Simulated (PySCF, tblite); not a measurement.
# C₆H₁₂P₂: geometry, infrared bands and NMR shifts

Aim: predict the infrared bands and NMR shifts of C₆H₁₂P₂ (`C#CP(P)C(C)(C)C`).

Programs: tblite 0.8.0 and PySCF 2.14.0, with density-fitted response routines of our own. Each step states its level of theory. These are calculated values for one molecule in the gas phase, unless marked as measured. Atoms are numbered from 0 throughout.

### Step 1. The starting structure

20 atoms, charge 0, multiplicity 1; geometry from: force field or distance geometry start.

Bonds of the start (Å): C0–C1 1.21, C1–P2 1.82, P2–P3 2.17, P2–C4 1.85, C4–C5 1.48, C4–C6 1.53, C4–C7 1.51, C0–H8 1.07, P3–H9 1.45, P3–H10 1.44, C5–H11 1.12, C5–H12 1.13, C5–H13 1.10, C6–H14 1.12, C6–H15 1.10, C6–H16 1.10, C7–H17 1.10, C7–H18 1.13, C7–H19 1.10.

### Step 2. Geometry optimisation with GFN2-xTB

The job: settings as JSON, then the geometry in Å.

```
{"job": {"kind": "relax", "xc": "GFN2-xTB", "basis": "xTB"}, "charge": 0, "multiplicity": 1}
C      1.939700     2.523800     1.283500
C      1.594800     1.637900     0.532700
P      1.094700     0.272300    -0.558500
P      2.479600    -1.399700    -0.515400
C     -0.655400    -0.187300    -0.177200
C     -0.854000    -1.526100     0.429800
C     -1.170600     0.839500     0.828500
C     -1.442600    -0.088300    -1.456300
H      2.224800     3.316800     1.939300
H      2.546000    -1.985200    -1.838100
H      3.811800    -0.939700    -0.209400
H     -1.953100    -1.656400     0.628700
H     -0.388100    -1.626100     1.449000
H     -0.557800    -2.375100    -0.207400
H     -0.786500     1.821600     0.450800
H     -2.261300     0.787100     0.937200
H     -0.686600     0.663400     1.801400
H     -0.800300     0.224900    -2.289300
H     -2.194700     0.736200    -1.290800
H     -1.945400    -1.028700    -1.741600
```

Command:

```bash
OMP_NUM_THREADS=1 python probes_run.py task.json out
```

One launch serves the whole session: the jobs run in the order shown.

The log of the run:

```text
step      E/eV     max force
  0    -649.53480    3.602
  1    -650.00709    2.344
  2    -650.37738    2.841
  3    -650.40513    5.632
  4    -650.61466    1.156
  5    -650.70720    1.253
  6    -650.79520    1.486
  7    -650.85867    0.788
  8    -650.89891    0.519
  9    -650.93184    0.604
 10    -650.95327    0.514
 11    -650.97553    0.351
 12    -650.99604    0.403
 13    -651.01362    0.379
 14    -651.02667    0.282
 15    -651.03630    0.231
 16    -651.04363    0.202
 17    -651.05002    0.276
 18    -651.05690    0.319
 19    -651.06545    0.311
 20    -651.07519    0.245
 21    -651.08403    0.217
 22    -651.09109    0.195
 23    -651.09708    0.208
 24    -651.10225    0.181
 25    -651.10682    0.155
 26    -651.11084    0.159
 27    -651.11478    0.161
 28    -651.11932    0.178
 29    -651.12487    0.194
 30    -651.13073    0.201
 31    -651.13537    0.182
 32    -651.13824    0.135
 33    -651.13983    0.089
 34    -651.14092    0.081
 35    -651.14209    0.086
 36    -651.14340    0.102
 37    -651.14466    0.089
 38    -651.14561    0.055
 39    -651.14625    0.065
 40    -651.14679    0.064
 41    -651.14733    0.077
 42    -651.14786    0.060
 43    -651.14843    0.053
 44    -651.14893    0.064
 45    -651.14942    0.074
 46    -651.14985    0.052
 47    -651.15019    0.045
 48    -651.15048    0.040
 49    -651.15078    0.047
 50    -651.15114    0.048
 51    -651.15155    0.054
 52    -651.15199    0.057
 53    -651.15241    0.046
 54    -651.15277    0.056
 55    -651.15305    0.044
 56    -651.15326    0.031
 57    -651.15344    0.034
 58    -651.15367    0.045
 59    -651.15400    0.053
 60    -651.15453    0.069
 61    -651.15525    0.072
 62    -651.15606    0.089
 63    -651.15695    0.110
 64    -651.15797    0.117
 65    -651.15922    0.118
 66    -651.16098    0.146
 67    -651.16409    0.213
 68    -651.16999    0.285
 69    -651.17800    0.358
 70    -651.18815    0.290
 71    -651.18686    0.485
 72    -651.20117    0.279
 73    -651.20258    0.265
 74    -651.20816    0.108
 75    -651.21076    0.138
 76    -651.21513    0.165
 77    -651.22088    0.186
 78    -651.22520    0.165
 79    -651.23196    0.211
 80    -651.23814    0.218
 81    -651.24530    0.383
 82    -651.25452    0.240
 83    -651.26092    0.173
 84    -651.27065    0.373
 85    -651.28233    0.327
 86    -651.29620    0.356
 87    -651.30649    0.621
 88    -651.31546    0.229
 89    -651.31939    0.156
 90    -651.32550    0.198
 91    -651.33025    0.188
 92    -651.33578    0.195
 93    -651.34133    0.161
 94    -651.34707    0.214
 95    -651.35329    0.208
 96    -651.35824    0.164
 97    -651.36389    0.142
 98    -651.36759    0.130
 99    -651.37064    0.120
100    -651.37303    0.154
101    -651.37511    0.103
102    -651.37650    0.114
103    -651.37732    0.055
104    -651.37787    0.054
105    -651.37838    0.050
106    -651.37890    0.059
107    -651.37954    0.054
108    -651.38041    0.095
109    -651.38170    0.102
110    -651.38333    0.109
111    -651.38492    0.091
112    -651.38605    0.085
113    -651.38671    0.062
114    -651.38722    0.055
115    -651.38776    0.044
116    -651.38849    0.051
117    -651.38906    0.060
118    -651.38959    0.055
119    -651.39013    0.052
120    -651.39085    0.049
121    -651.39160    0.045
122    -651.39241    0.057
123    -651.39321    0.065
124    -651.39420    0.084
125    -651.39556    0.102
126    -651.39736    0.108
127    -651.39927    0.102
128    -651.40083    0.087
129    -651.40181    0.112
130    -651.40216    0.087
131    -651.40299    0.048
132    -651.40334    0.066
133    -651.40374    0.034
134    -651.40428    0.035
135    -651.40468    0.040
136    -651.40511    0.036
137    -651.40551    0.046
138    -651.40603    0.054
139    -651.40660    0.058
140    -651.40720    0.055
141    -651.40775    0.058
142    -651.40821    0.052
143    -651.40861    0.042
144    -651.40902    0.042
145    -651.40938    0.039
146    -651.40971    0.050
147    -651.40996    0.036
148    -651.41018    0.048
149    -651.41043    0.042
150    -651.41075    0.044
151    -651.41113    0.054
152    -651.41152    0.109
153    -651.41190    0.080
154    -651.41227    0.096
155    -651.41257    0.052
156    -651.41284    0.042
157    -651.41313    0.034
158    -651.41337    0.035
159    -651.41355    0.027
160    -651.41370    0.026
161    -651.41388    0.044
162    -651.41414    0.047
163    -651.41443    0.049
164    -651.41470    0.036
165    -651.41491    0.032
166    -651.41511    0.035
167    -651.41532    0.034
168    -651.41554    0.035
169    -651.41570    0.027
170    -651.41580    0.026
171    -651.41585    0.013
172    -651.41588    0.011
173    -651.41590    0.011
174    -651.41592    0.011
175    -651.41593    0.009
```

Run time: 1.6 s. Hardware: 1 thread of Arm Neoverse V1, shared host; peak memory 0.24 GiB.

Along the way: (not every step is listed)

| step | energy from step 0 (eV) | largest force (eV/Å) |
| --- | --- | --- |
| 0 | 0.0000 | 3.6021 |
| 1 | -0.4723 | 2.3442 |
| 2 | -0.8426 | 2.8410 |
| 3 | -0.8703 | 5.6316 |
| 4 | -1.0799 | 1.1560 |
| 5 | -1.1724 | 1.2531 |
| 6 | -1.2604 | 1.4855 |
| 7 | -1.3239 | 0.7875 |
| 8 | -1.3641 | 0.5188 |
| 24 | -1.5675 | 0.1809 |
| 40 | -1.6120 | 0.0642 |
| 56 | -1.6185 | 0.0311 |
| 72 | -1.6664 | 0.2791 |
| 88 | -1.7807 | 0.2292 |
| 104 | -1.8431 | 0.0544 |
| 120 | -1.8560 | 0.0490 |
| 136 | -1.8703 | 0.0365 |
| 152 | -1.8767 | 0.1093 |
| 168 | -1.8807 | 0.0355 |
| 170 | -1.8810 | 0.0263 |
| 171 | -1.8810 | 0.0132 |
| 172 | -1.8811 | 0.0112 |
| 173 | -1.8811 | 0.0107 |
| 174 | -1.8811 | 0.0114 |
| 175 | -1.8811 | 0.0091 |

Distances of close pairs at the start and the end, largest changes first:

| bond | before (Å) | after (Å) | change (Å) |
| --- | --- | --- | --- |
| C1–P2 | 1.818 | 1.764 | -0.055 |
| P3–H9 | 1.448 | 1.396 | -0.052 |
| P2–C4 | 1.849 | 1.899 | +0.050 |
| P3–H10 | 1.442 | 1.395 | -0.048 |
| C4–C5 | 1.483 | 1.525 | +0.042 |
| C7–H18 | 1.128 | 1.090 | -0.038 |
| C5–H12 | 1.125 | 1.088 | -0.037 |
| C5–H11 | 1.125 | 1.090 | -0.035 |

The end geometry stands in the next job.

### Step 3. Vibrational analysis with GFN2-xTB

The job: settings as JSON, then the geometry in Å.

```
{"job": {"kind": "ir", "xc": "GFN2-xTB", "basis": "xTB"}, "charge": 0, "multiplicity": 1}
C      2.217107     1.316859     1.990168
C      1.700068     1.013592     0.946368
P      0.997614     0.783999    -0.654856
P      2.125261    -1.004431    -1.165752
C     -0.656742     0.005060    -0.142633
C     -0.500480    -1.065617     0.932111
C     -1.533997     1.144497     0.377268
C     -1.272409    -0.600571    -1.403045
H      2.656922     1.525891     2.921703
H      1.890010    -0.846954    -2.532904
H      3.313457    -0.278445    -1.243877
H     -1.477241    -1.474724     1.188935
H     -0.054064    -0.648527     1.832863
H      0.130089    -1.882299     0.580047
H     -1.660142     1.911853    -0.385148
H     -2.518241     0.769321     0.654328
H     -1.080472     1.604209     1.254433
H     -0.658541    -1.425223    -1.769355
H     -1.354113     0.147791    -2.191182
H     -2.269233    -0.985605    -1.192509
```

The log of the run:

```text
mode    cm-1     km/mol
  1      45.5      0.02
  2      99.3      0.06
  3     116.5      0.29
  4     152.3      2.96
  5     162.9      3.89
  6     200.2      0.21
  7     232.1      0.15
  8     245.2      0.65
  9     258.4      0.28
 10     273.2      0.11
 11     299.8      0.70
 12     313.0      0.63
 13     359.0      1.03
 14     394.3      0.52
 15     410.1      1.95
 16     506.0      2.06
 17     595.0      1.70
 18     634.3     23.09
 19     657.0     18.34
 20     673.3     10.13
 21     747.7      1.20
 22     778.8      2.22
 23     854.6      5.96
 24     960.3      0.06
 25     963.6      0.46
 26     965.0      0.39
 27    1025.6      1.59
 28    1027.4      1.31
 29    1129.3     13.60
 30    1191.8     38.23
 31    1225.4      3.87
 32    1231.9      5.69
 33    1402.5      6.73
 34    1404.1      8.00
 35    1424.8      1.87
 36    1481.6      0.09
 37    1482.8      0.09
 38    1486.7      0.13
 39    1497.0      4.65
 40    1499.5      3.73
 41    1502.9      4.19
 42    2181.4      0.60
 43    2243.7     61.43
 44    2305.1    116.51
 45    2985.0     27.45
 46    2998.9     38.81
 47    3002.7      6.73
 48    3006.7     18.56
 49    3009.0     36.04
 50    3013.2     67.51
 51    3015.6     49.08
 52    3021.2     19.02
 53    3029.8     21.86
 54    3366.4      1.17
```

Run time: 0.91 s. Hardware: 1 thread of Arm Neoverse V1, shared host; peak memory 0.24 GiB.

The strongest bands and the atoms that carry them (share of the mass-weighted mode):

| cm⁻¹ | km/mol | atoms |
| --- | --- | --- |
| 1192 | 38.2 | C4 38 % |
| 2244 | 61.4 | H9 61 %, H10 36 % |
| 2305 | 116.5 | H10 60 %, H9 36 % |
| 2985 | 27.4 | H17 89 % |
| 2999 | 38.8 | H13 59 %, H11 27 % |
| 3009 | 36.0 | H15 50 %, H18 13 %, H16 12 %, H19 12 % |
| 3013 | 67.5 | H14 34 %, H19 25 %, H16 13 %, H15 11 % |
| 3016 | 49.1 | H19 37 %, H16 30 %, H18 12 % |

### Step 4. Shielding tensors: PBE0/pcSseg-1

Settings changed since step 3:

```diff
@@ -1,2 +1,2 @@
-{"job": {"kind": "ir", "xc": "GFN2-xTB", "basis": "xTB"}, "charge": 0, "multiplicity": 1}
+{"job": {"kind": "nmr", "xc": "PBE0", "basis": "pcSseg-1"}, "charge": 0, "multiplicity": 1}
 C      2.217107     1.316859     1.990168
```

Method: GIAO PBE0/pcSseg-1 NMR shielding, non-relativistic, gas phase.

The log of the run:

```text
coarse grid: 17208 points
cycle   1  E = -917.7748170369  dE =  7.807e-01  |g| = 4.838e-01  |ddm| = 4.108e+00
cycle   2  E = -917.7637143117  dE =  1.110e-02  |g| = 5.222e-01  |ddm| = 1.069e+00
cycle   3  E = -917.8349034406  dE = -7.119e-02  |g| = 7.931e-02  |ddm| = 6.131e-01
cycle   4  E = -917.8359009459  dE = -9.975e-04  |g| = 4.900e-02  |ddm| = 1.190e-01
cycle   5  E = -917.8364317660  dE = -5.308e-04  |g| = 1.644e-02  |ddm| = 4.978e-02
cycle   6  E = -917.8365027224  dE = -7.096e-05  |g| = 3.806e-03  |ddm| = 1.883e-02
cycle   7  E = -917.8365059108  dE = -3.188e-06  |g| = 1.052e-03  |ddm| = 4.677e-03
final grid: 155568 points
cycle   8  E = -917.8885975020  dE = -6.056e-05  |g| = 8.718e-03  |ddm| = 4.792e-02
cycle   9  E = -917.8885888248  dE =  8.677e-06  |g| = 1.041e-02  |ddm| = 2.001e-02
cycle  10  E = -917.8886173837  dE = -2.856e-05  |g| = 1.028e-03  |ddm| = 1.221e-02
cycle  11  E = -917.8886176343  dE = -2.506e-07  |g| = 3.442e-04  |ddm| = 1.656e-03
cycle  12  E = -917.8886176589  dE = -2.457e-08  |g| = 1.424e-04  |ddm| = 4.621e-04
cycle  13  E = -917.8886176632  dE = -4.354e-09  |g| = 6.882e-05  |ddm| = 1.822e-04
cycle  14  E = -917.8886176644  dE = -1.168e-09  |g| = 1.136e-05  |ddm| = 6.195e-05
cycle  15  E = -917.8886176644  dE = -3.388e-11  |g| = 3.105e-06  |ddm| = 1.980e-05
converged SCF energy = -917.8886176644

GIAO shielding tensors (ppm)
atom      isotropic    diamagn.    paramagn.     s11        s22        s33       span
  0 C       81.569     260.596    -179.027      5.087     16.271    223.348    218.261
  1 C       98.204     271.618    -173.414     -3.810      2.228    296.195    300.005
  2 P      386.485     965.814    -579.329    315.952    355.893    487.612    171.660
  3 P      540.479     966.011    -425.533    450.556    566.841    604.039    153.483
  4 C      152.419     247.242     -94.823    146.141    149.570    161.546     15.404
  5 C      158.976     247.646     -88.670    142.480    148.901    185.547     43.067
  6 C      156.688     247.108     -90.420    137.147    146.810    186.106     48.960
  7 C      158.265     247.838     -89.573    144.444    145.747    184.603     40.159
  8 H       29.170      34.483      -5.314     24.177     24.485     38.847     14.671
  9 H       29.447      29.649      -0.202     23.626     26.932     37.783     14.157
 10 H       29.332      28.759       0.573     23.924     27.085     36.987     13.063
 11 H       30.861      31.410      -0.549     26.684     28.362     37.535     10.851
 12 H       29.796      31.931      -2.135     24.870     29.543     34.974     10.103
 13 H       29.505      30.527      -1.022     24.251     29.748     34.516     10.266
 14 H       30.554      30.399       0.155     26.502     27.949     37.211     10.708
 15 H       30.619      30.683      -0.063     26.438     27.865     37.554     11.116
 16 H       30.084      30.940      -0.857     25.129     29.456     35.665     10.536
 17 H       30.812      31.017      -0.206     25.296     31.006     36.133     10.837
 18 H       30.783      30.699       0.084     26.738     27.958     37.655     10.916
 19 H       30.644      30.509       0.135     26.632     27.658     37.643     11.012
```

It took 43 s on 1 thread of Arm Neoverse V1, shared host; peak memory 1.1 GiB.

Shifts follow as δ = σ(reference) − σ, with reference shieldings (ppm) from runs at the same level and on the same kind of geometry: ¹H TMS 31.72, ¹³C TMS 186.9, ³¹P H3PO4 318.4. The references are single molecules in the gas phase, so shifts against H2O, NH3, PH3, H3PO4 or CFCl3 are not on the usual liquid scales and can be off by tens of ppm. Atoms listed in one row are averaged.

| atoms | environment | σ (ppm) | δ (ppm) | δ scaled to CDCl3 |
| --- | --- | --- | --- | --- |
| C0 | terminal alkyne carbon | 81.6 | 105.4 | 100.9 |
| C1 | alkyne carbon | 98.2 | 88.7 | 84.7 |
| C4 | fully substituted sp3 carbon bonded to P | 152.4 | 34.5 | 31.8 |
| C5, C6, C7 | methyl carbon | 158.0 | 28.9 | 26.3 |
| H8 | hydrogen on a terminal alkyne carbon | 29.17 | 2.55 | 2.51 |
| H9, H10 | hydrogen on a phosphorus bonded to P | 29.39 | 2.33 | – |
| H11, H12, H13, H14, H15 and 4 more | hydrogen on a methyl carbon | 30.41 | 1.31 | 1.34 |
| P2 | phosphorus bonded to 2 C, P | 386.5 | -68.1 | – |
| P3 | phosphorus bonded to P, 2 H | 540.5 | -222.1 | – |

The scaled column applies a straight-line fit of computed shieldings to shifts measured in CDCl3 (root-mean-square error 0.16 ppm for H, 1.9 ppm for C).

The run also stored atomic charges by several schemes (e):

| atoms | Mulliken | IAO | Hirshfeld | ESP fit |
| --- | --- | --- | --- | --- |
| C0 | -0.34 | -0.22 | -0.09 | -0.57 |
| C1 | -0.02 | -0.28 | -0.11 | 0.34 |
| P2 | 0.30 | 0.37 | 0.14 | -0.39 |
| P3 | -0.03 | 0.01 | 0.05 | -0.31 |
| C4 | -0.76 | -0.09 | -0.01 | 0.71 |
| C5, C6, C7 | -0.15 | -0.42 | -0.13 | -0.53 |

Mayer bond orders: C0–C1 2.60, C1–P2 0.83, P2–P3 1.00, P2–C4 0.91, C4–C5 0.98, C4–C6 1.00, C4–C7 1.00.

### Step 5. Results

```
                                                               quantity                        value
                              strongest single infrared mode (GFN2-xTB)        2305 cm⁻¹, 117 km/mol
                                           zero-point energy (GFN2-xTB)                98.8 kcal/mol
¹³C shifts against TMS (PBE0/pcSseg-1, means over atoms taken as alike)  105.4, 88.7, 34.5, 28.9 ppm
 ¹H shifts against TMS (PBE0/pcSseg-1, means over atoms taken as alike)         2.55, 2.33, 1.31 ppm
                               ³¹P shifts against H3PO4 (PBE0/pcSseg-1)            -68.1, -222.1 ppm
```

In words: Over 175 steps the energy fell by 1.881 eV; of the close pairs, C1–P2 changed most, 1.818 to 1.764 Å. No mode is imaginary among the 54: a minimum at this level. The strongest single mode, at 2305 cm⁻¹, moves mainly H10 and H9. GFN2-xTB is a fitted tight-binding method: band positions and strengths are rough. Its intensities can rank the bands wrongly. At PBE0/pcSseg-1: The largest span, 300 ppm, is at C1, where the paramagnetic term is -173 ppm.
